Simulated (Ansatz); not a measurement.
**CH₂BrN: taking an electron away**

Aim: the vertical ionisation energy of CH₂BrN, as cation minus neutral at the neutral's geometry, on several levels, and how well −ε(HOMO) stands in for it.

Computed with Ansatz 0.2.0, Gaussian basis. Level: unrestricted cation, the program's frozen cores in correlated methods.

The runs, in order: UKS PBE-D4/def2-TZVPP; UKS r2SCAN-D4/def2-TZVPP; UKS PBE0-D4/def2-TZVPP; UKS B3LYP-D4/def2-TZVPP; UKS wB97X-V/def2-TZVPP; UKS wB97M-V/def2-TZVPP; UKS B2PLYP/def2-TZVPP; UHF-CCSD(T)/def2-TZVPP; UHF-MP2/def2-QZVPP; extrapolation to the limit; then −ε(HOMO) from the neutral's earlier runs with LDA (SPW92), PBE-D4, revPBE-D4, BLYP-D4, r2SCAN-D4, B97M-V, PBE0-D4, B3LYP-D4, r2SCANh-D4, r2SCAN0-D4, HSE06-D4, BHLYP-D4, CAM-B3LYP-D4, LC-ωPBE, ωB97X-V, ωB97M-V.

## 1. The relaxed structure

The geometry comes from an earlier relaxation with PBE0-D4 in a triple-zeta def2 set; it is a stationary point.

5 atoms, charge 0, spin multiplicity 1.

Atoms are counted from 1 here; the program's logs count them from 0.

Bond lengths: N1–C2 1.245 Å, N1–H4 1.020 Å, C2–Br3 1.897 Å, C2–H5 1.090 Å. Angles: C2–N1–H4 110.9°, N1–C2–Br3 120.9°, N1–C2–H5 128.5°, Br3–C2–H5 110.6°.

## 2. Cation, UKS PBE-D4/def2-TZVPP

in.yaml

```yaml
crystal:
  periodic: [false, false, false]
  atoms:
    - {symbol: N, position_ang: [-0.868902, -0.440929, 0.229804]}
    - {symbol: C, position_ang: [0.237081, 0.068682, -0.028708]}
    - {symbol: Br, position_ang: [1.728203, -0.210044, 1.109967]}
    - {symbol: H, position_ang: [-1.558590, -0.193267, -0.479533]}
    - {symbol: H, position_ang: [0.512009, 0.701857, -0.872830]}
basis:
  gaussian: {orbitals: def2-TZVPP}
total_charge: 1
magnetization: {spin_polarized: true, initial_magnetization: 1}
hamiltonian: {xc: pbe, dispersion: d4}
```

Command:

```sh
ansatz run in.yaml --threads 2 --pin off --events-out ev --progress --plain --max-ram 4352MiB
```

The runs that follow: Cation, UKS r2SCAN-D4/def2-TZVPP; Cation, UKS PBE0-D4/def2-TZVPP; Cation, UKS B3LYP-D4/def2-TZVPP; Cation, UKS wB97X-V/def2-TZVPP; Cation, UKS wB97M-V/def2-TZVPP; Cation, UKS B2PLYP (frozen core)/def2-TZVPP; Cation, UHF-CCSD(T)/def2-TZVPP; Cation, UHF-MP2/def2-QZVPP.

Before running them: what should the planned runs give, taken together? Wanted: ionisation energy, CCSD(T)/CBS; nearest functional by difference; nearest −ε(HOMO); −ε(HOMO) of PBE; T1 of the cation.

The runs gave:

| quantity | value |
| --- | --- |
| ionisation energy, CCSD(T)/CBS | 11.09 eV |
| nearest functional by difference | ωB97X-V (-0.26 eV) |
| nearest −ε(HOMO) | LC-ωPBE (-0.07 eV) |
| −ε(HOMO) of PBE | 6.98 eV |
| T1 of the cation | 0.029 |

What this shows: By cation minus neutral, the functionals miss by 0.64 eV at most. The PBE orbital energy is 4.1 eV too small: a semilocal HOMO is no ionisation energy. Among orbital estimates LC-ωPBE comes nearest. Hartree-Fock falls 1.37 eV short, as the neutral has more correlation energy than the cation. Correlated methods include outer-core shells of Br, which these sets cover unevenly. With outer-core shells in play the reference is unsure by up to some tenths of an eV, so close misses can't be ranked.
